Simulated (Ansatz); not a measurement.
# Rb2TcF6: the cost of one run

Program: Ansatz 0.2.0. Level of theory: DFT LDA+U (U_eff = 8 eV on Tc d), plane waves, PAW. These are calculated values, not measurements.

## 1. The starting structure

It takes space group P-3m1 (No. 164, trigonal). The conventional cell has a = 5.949 Å, b = 5.949 Å, c = 4.759 Å, α = 90.00°, β = 90.00°, γ = 120.00°. Around Rb (site symmetry 3m) lie 12 F at 2.91 to 3.08 Å. Around Tc (site symmetry -3m) lie 6 F at 1.93 Å. F (site symmetry m) is surrounded by 1 Tc at 1.93 Å.

Coordinates:

```
Rb Tc F
1.0
     5.94900    0.00000    0.00000
    -2.97450    5.15199    0.00000
     0.00000    0.00000    4.75900
Rb Tc F
2 1 6
Direct
  0.33333 0.66667 0.30030
  0.66667 0.33333 0.69970
  0.00000 0.00000 0.00000
  0.31370 0.15685 0.22290
  0.84315 0.15685 0.22290
  0.84315 0.68630 0.22290
  0.15685 0.31370 0.77710
  0.15685 0.84315 0.77710
  0.68630 0.84315 0.77710
```

Magnetic order typed: ferromagnetic.

An earlier series on this cell reached its lowest free state from «from atoms, default search», perhaps among other starts.

## 2. Random orbitals: single harmonics, second filling

input.yaml reads:

```yaml
crystal:
  lattice:
    - [5.94900274, 0.0, 0.0]
    - [-2.97450137, 5.1519875, 0.0]
    - [0.0, 0.0, 4.7590005]
  atoms:
    - { symbol: Rb, position: [0.3333333333, 0.6666666667, 0.3003] }
    - { symbol: Rb, position: [0.6666666667, 0.3333333333, 0.6997] }
    - { symbol: Tc, position: [0.0, 0.0, 0.0], spin: 1.0 }
    - { symbol: F, position: [0.3137, 0.15685, 0.2229] }
    - { symbol: F, position: [0.84315, 0.15685, 0.2229] }
    - { symbol: F, position: [0.84315, 0.6863, 0.2229] }
    - { symbol: F, position: [0.15685, 0.3137, 0.7771] }
    - { symbol: F, position: [0.15685, 0.84315, 0.7771] }
    - { symbol: F, position: [0.6863, 0.84315, 0.7771] }
basis:
  ecutwfc: 600
  ecutrho_ratio: 5
kpoints:
  mp_grid: { grid: [4, 4, 4] }
hamiltonian:
  xc: lda
  hubbard:
    sites:
      - { site: 2, l: d, u_eff: 8.0, starting_ns: [{ spin: up, occupation_matrix: s2up }, { spin: down, occupation_matrix: s2down }] }
    occupation_matrices:
      s2up:
        matrix:
          - [0.97, 0.0, 0.0, 0.0, 0.0]
          - [0.0, 0.02, 0.0, 0.0, 0.0]
          - [0.0, 0.0, 0.97, 0.0, 0.0]
          - [0.0, 0.0, 0.0, 0.02, 0.0]
          - [0.0, 0.0, 0.0, 0.0, 0.02]
      s2down:
        matrix:
          - [0.02, 0.0, 0.0, 0.0, 0.0]
          - [0.0, 0.02, 0.0, 0.0, 0.0]
          - [0.0, 0.0, 0.02, 0.0, 0.0]
          - [0.0, 0.0, 0.0, 0.97, 0.0]
          - [0.0, 0.0, 0.0, 0.0, 0.02]
    ns_hold: { iters: 12 }
scf:
  occupations: { method: gaussian, width: 0.05 }
  lower_state_search: "off"
  max_iter: 150
output:
  forces: true
  stress: true
  eigenvalues: true
  populations: true
  hubbard: { sites: [{ site: 2, l: d }] }
magnetization:
  spin_polarized: true
```

The typed matrices put 0.97 on the chosen orbitals and 0.02 on the others, and are held for 12 cycles.

Launch:

```
$ ansatz run input.yaml --threads 4 --pin off --max-ram 6144MiB --backend cpu --events-out ev --progress --plain --runs-dir out
```

What time and memory should one allow on 4 threads of Arm Neoverse V1, shared host?

About 3.5 min, with a peak of 1.6 GiB.
